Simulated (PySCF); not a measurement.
# H10Si4: the cost of one run

Computed with PySCF 2.14.0, with density-fitted response routines of our own, on a single molecule in the gas phase. Atoms count from 0, in the outputs and in this text.

### 1 Starting geometry

14 atoms, charge 0, multiplicity 1; geometry from: GFN2-xTB. The atoms were then displaced at random by about 0.01 Å, so the start is not that level's minimum.

Bonds of the start (Å): Si0–Si1 2.31, Si1–Si2 2.32, Si1–Si3 2.29, Si0–H4 1.46, Si0–H5 1.47, Si0–H6 1.49, Si1–H7 1.49, Si2–H8 1.49, Si2–H9 1.45, Si2–H10 1.48, Si3–H11 1.47, Si3–H12 1.52, Si3–H13 1.46.

### 2 Geometry optimisation at PBE0-D3(BJ)/def2-SVP

The job: settings as JSON, then the geometry in Å.

```
{"job": {"xc": "PBE0", "basis": "def2-SVP", "d3": "d3bj", "grid": 1, "shake": 0.01, "kind": "geom"}, "charge": 0, "multiplicity": 1}
Si     0.013880     2.086940    -0.887210
Si     0.044560     0.157200     0.374830
Si     1.900950    -1.152050    -0.076700
Si    -1.906490    -1.039020     0.269760
H      1.200550     2.921250    -0.772820
H     -0.144440     1.805680    -2.319470
H     -1.119100     2.989800    -0.554750
H      0.203040     0.603980     1.783770
H      3.184820    -0.423220     0.106710
H      1.892070    -1.645180    -1.438020
H      2.009920    -2.335500     0.799300
H     -1.942490    -2.220890     1.147240
H     -3.143740    -0.240600     0.635600
H     -2.200700    -1.523460    -1.080960
```

Run with:

```console
OMP_NUM_THREADS=1 python probes_run.py task.json out
```

This one command runs all jobs of the session in turn.

**Question.** How long does this first job take on 1 thread of Arm Neoverse V2, shared host, and how much memory does it need?

About 35 s, with a peak of 0.51 GiB.
